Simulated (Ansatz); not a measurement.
# MoS2 (P6_3/mmc): zero-pressure volume and bulk modulus with revPBE + D4

An exercise on one series of results from a longer session: the logs are not shown, and one member is left open.

Computed with Ansatz 0.2.0 (DFT revPBE + D4, scalar-relativistic, plane waves, PAW, unless a step's input says otherwise).

1 further run of the same task is left out (set aside as unsound or not needed). Runs told in other sessions of the task aren't counted.

### The system as given

It takes space group P6_3/mmc (No. 194, hexagonal). The conventional cell has a = 3.159 Å, b = 3.159 Å, c = 12.314 Å, α = 90.00°, β = 90.00°, γ = 120.00°. Around Mo (site symmetry -6m2) lie 6 S at 2.40 Å. S (site symmetry 3m) is surrounded by 3 Mo at 2.40 Å.

Structure file:

```
Mo S
1.0
     3.15862    0.00000    0.00000
    -1.57931    2.73544    0.00000
     0.00000    0.00000   12.31358
Mo S
2 4
Cartesian
  0.0000 1.8236 3.0784
  1.5793 0.9118 9.2352
  0.0000 1.8236 7.6703
  1.5793 0.9118 1.5135
  0.0000 1.8236 10.8000
  1.5793 0.9118 4.6432
```

An earlier run on this cell at PBE gave 3.01 GPa at 17.732 Å³/atom (8×8×2 mesh), gap on the mesh 0.98 eV, no moment left. The cell is compressed at this level.

Set-up of the first run:

Input file input.yaml:

```yaml
crystal:
  lattice:
    - [3.1586156158, 0.0, 0.0]
    - [-1.5793078079, 2.7354413641, 0.0]
    - [0.0, 0.0, 12.3135811494]
  atoms:
    - { symbol: Mo, position: [0.3333333333, 0.6666666667, 0.25], spin: 0.05 }
    - { symbol: Mo, position: [0.6666666667, 0.3333333333, 0.75], spin: 0.05 }
    - { symbol: S, position: [0.3333333333, 0.6666666667, 0.6229170291] }
    - { symbol: S, position: [0.6666666667, 0.3333333333, 0.1229170291] }
    - { symbol: S, position: [0.3333333333, 0.6666666667, 0.8770829709] }
    - { symbol: S, position: [0.6666666667, 0.3333333333, 0.3770829709] }
basis:
  ecutwfc: 420
  ecutrho_ratio: 4
kpoints:
  mp_grid: { grid: [8, 8, 2] }
hamiltonian:
  xc: revpbe
  dispersion: d4
scf:
  occupations: { method: gaussian, width: 0.05 }
output:
  forces: true
  stress: true
  eigenvalues: true
  populations: true
magnetization:
  spin_polarized: true
relax:
  f_tol: 0.02
  max_steps: 40
  cell: { stress_tol: 0.2, fix: [volume] }
checkpoint:
  read: start.run
  write: ck
  compress: false
  write_wavefunctions: false
  write_every: 100000
```

start.run holds the state of a PBE run on this cell.

On the command line:

```console
$ ansatz run input.yaml --threads 4 --pin off --max-ram 8192MiB --backend cpu --events-out ev --progress --plain --runs-dir out
```

Among the steps run: At the given cell; Stepping to 17.428 Å³/atom; Stepping to 16.620 Å³/atom; Stepping to 16.795 Å³/atom; Volume × 0.98 of the new zero; Volume × 1.02 of the new zero; Volume × 0.96 of the new zero; Volume × 1.04 of the new zero.

One of the session's tables, all rows but one given; the rest of the session is left out.

It belongs to the step «Energy and pressure against volume». 

| volume (Å³/atom) | energy (meV/atom) | pressure (GPa) |
| --- | --- | --- |
| 16.123 | 5.89 | 3.07 |
| 16.459 | 1.31 | 1.35 |
| 16.795 | 0.00 | -0.07 |
| 17.131 | ? | ? |
| 17.467 | 4.80 | -2.07 |

**Question.** Estimate the row for volume (Å³/atom) = 17.131.

Worked estimate for «energy (meV/atom)». A straight line through the neighbours (16.795, 0.00) and (17.467, 4.80) gives 0.00 + (4.80 − 0.00) × (17.131 − 16.795) / (17.467 − 16.795) = 2.40; a parabola fitted to 3 rows on both sides gives 1.16.

**Answer.** energy (meV/atom): 1.35; pressure (GPa): -1.19. In «energy (meV/atom)» the line misses by +1.05 and the parabola by -0.19.

Caveats from the session: Warnings in the runs' records: seeded moment not kept.
